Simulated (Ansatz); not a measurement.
# C2H7BrOSi: the cost of one run

Method: RKS PBE/def2-SVP, in Ansatz 0.2.0.

**1. The structure to begin with**

Bond lengths: C1–C2 1.483 Å, C2–Br3 1.958 Å, C2–Si4 1.884 Å, Si4–O5 1.684 Å, C1–H6 1.175 Å, C1–H7 1.081 Å, C1–H8 1.064 Å, C2–H9 1.096 Å, Si4–H10 1.497 Å, Si4–H11 1.395 Å, O5–H12 1.005 Å. Angles (14 of 19 angles, heavy atoms first): C1–C2–Br3 108.1°, C1–C2–Si4 120.0°, Br3–C2–Si4 106.5°, C2–Si4–O5 112.2°, C1–C2–H9 107.3°, Br3–C2–H9 103.1°, Si4–C2–H9 110.6°, C2–C1–H6 110.2°, C2–C1–H7 113.2°, C2–C1–H8 112.1°, C2–Si4–H10 106.4°, C2–Si4–H11 112.1°, O5–Si4–H10 105.5°, O5–Si4–H11 109.8°.

As a file:

```xyz
12

C    -1.0808   -0.6645    0.9706
C     0.3277   -0.3755    0.6057
Br    0.9617    1.0875    1.7421
Si    0.7643    0.0964   -1.1653
O    -0.0209    1.5013   -1.6608
H    -1.7542    0.2770    0.7659
H    -1.2144   -0.8751    2.0222
H    -1.5009   -1.4328    0.3661
H     0.9323   -1.2268    0.9375
H     0.2232   -0.9930   -2.0384
H     2.1404    0.2349   -1.3467
H     0.2985    2.3155   -1.1648
```

**2. End point A**

Input file input.yaml:

```yaml
crystal:
  periodic: [false, false, false]
  atoms:
    - { symbol: C, position_ang: [-1.0808, -0.6645, 0.9706] }
    - { symbol: C, position_ang: [0.3277, -0.3755, 0.6057] }
    - { symbol: Br, position_ang: [0.9617, 1.0875, 1.7421] }
    - { symbol: Si, position_ang: [0.7643, 0.0964, -1.1653] }
    - { symbol: O, position_ang: [-0.0209, 1.5013, -1.6608] }
    - { symbol: H, position_ang: [-1.7542, 0.277, 0.7659] }
    - { symbol: H, position_ang: [-1.2144, -0.8751, 2.0222] }
    - { symbol: H, position_ang: [-1.5009, -1.4328, 0.3661] }
    - { symbol: H, position_ang: [0.9323, -1.2268, 0.9375] }
    - { symbol: H, position_ang: [0.2232, -0.993, -2.0384] }
    - { symbol: H, position_ang: [2.1404, 0.2349, -1.3467] }
    - { symbol: H, position_ang: [0.2985, 2.3155, -1.1648] }
basis:
  gaussian: { orbitals: def2-SVP }
hamiltonian:
  xc: pbe
relax:
  f_tol: 0.02
  max_steps: 50
output:
  orbitals: {}
```

Started as:

```sh
ansatz run input.yaml --threads 2 --pin off --max-ram 3072MiB --backend cpu --events-out ev --progress --plain --runs-dir out
```

What time and memory should one allow on 2 threads of Intel Xeon Platinum 8488C (Sapphire Rapids), shared host?

About 18 s, with a peak of 0.2 GiB.
